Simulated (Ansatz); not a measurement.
# CH12Si4: the cost of one run

Method: RKS PBE0/STO-3G, in Ansatz 0.2.0.

1 further run of the same task is left out (it didn't finish).

### Step 1. The structure to begin with

Bond lengths (14 of 16 bonds, heavy atoms first): Si1–C2 1.870 Å, Si1–Si6 2.220 Å, Si1–Si10 2.218 Å, Si1–Si14 2.218 Å, C2–H3 1.110 Å, C2–H4 1.110 Å, C2–H5 1.110 Å, Si6–H7 1.460 Å, Si6–H8 1.460 Å, Si6–H9 1.460 Å, Si10–H11 1.460 Å, Si10–H12 1.460 Å, Si10–H13 1.460 Å, Si14–H15 1.460 Å. Angles (14 of 30 angles, heavy atoms first): C2–Si1–Si6 109.5°, C2–Si1–Si10 109.5°, C2–Si1–Si14 109.5°, Si6–Si1–Si10 109.5°, Si6–Si1–Si14 109.5°, Si10–Si1–Si14 109.5°, Si1–C2–H3 109.5°, Si1–C2–H4 109.5°, Si1–C2–H5 109.5°, Si1–Si6–H7 109.5°, Si1–Si6–H8 109.5°, Si1–Si6–H9 109.5°, Si1–Si10–H11 109.5°, Si1–Si10–H12 109.5°.

Its coordinates follow in the input file.

### Step 2. Preparing the start

Contents of input.yaml:

```yaml
crystal:
  periodic: [false, false, false]
  atoms:
    - { symbol: Si, position_ang: [0.0, 0.0, 0.0] }
    - { symbol: C, position_ang: [0.0, 0.0, 1.87] }
    - { symbol: H, position_ang: [-0.9996, -0.3092, 2.2405] }
    - { symbol: H, position_ang: [0.7676, -0.7111, 2.2405] }
    - { symbol: H, position_ang: [0.232, 1.0203, 2.2405] }
    - { symbol: Si, position_ang: [2.0935, 0.0, -0.7393] }
    - { symbol: H, position_ang: [2.5508, -1.3762, -0.9079] }
    - { symbol: H, position_ang: [2.1573, 0.6939, -2.0222] }
    - { symbol: H, position_ang: [2.951, 0.6823, 0.2255] }
    - { symbol: Si, position_ang: [-1.0456, 1.8115, -0.7393] }
    - { symbol: H, position_ang: [-2.4302, 1.478, -1.0607] }
    - { symbol: H, position_ang: [-1.0215, 2.8436, 0.2931] }
    - { symbol: H, position_ang: [-0.3743, 2.3069, -1.9374] }
    - { symbol: Si, position_ang: [-1.0456, -1.8115, -0.7393] }
    - { symbol: H, position_ang: [-1.7029, -2.4846, 0.3772] }
    - { symbol: H, position_ang: [-2.0454, -1.4265, -1.7311] }
    - { symbol: H, position_ang: [-0.0777, -2.7173, -1.3511] }
basis:
  gaussian: { orbitals: STO-3G }
hamiltonian:
  xc: pbe0
relax:
  f_tol: 0.02
  max_steps: 40
```

Command:

```bash
> ansatz run input.yaml --threads 1 --pin off --max-ram 2048MiB --backend cpu --events-out ev --progress --plain --runs-dir out
```

What time and memory should one allow on 1 thread of Arm Neoverse V1, shared host?

About 1.7 min, with a peak of 0.14 GiB.
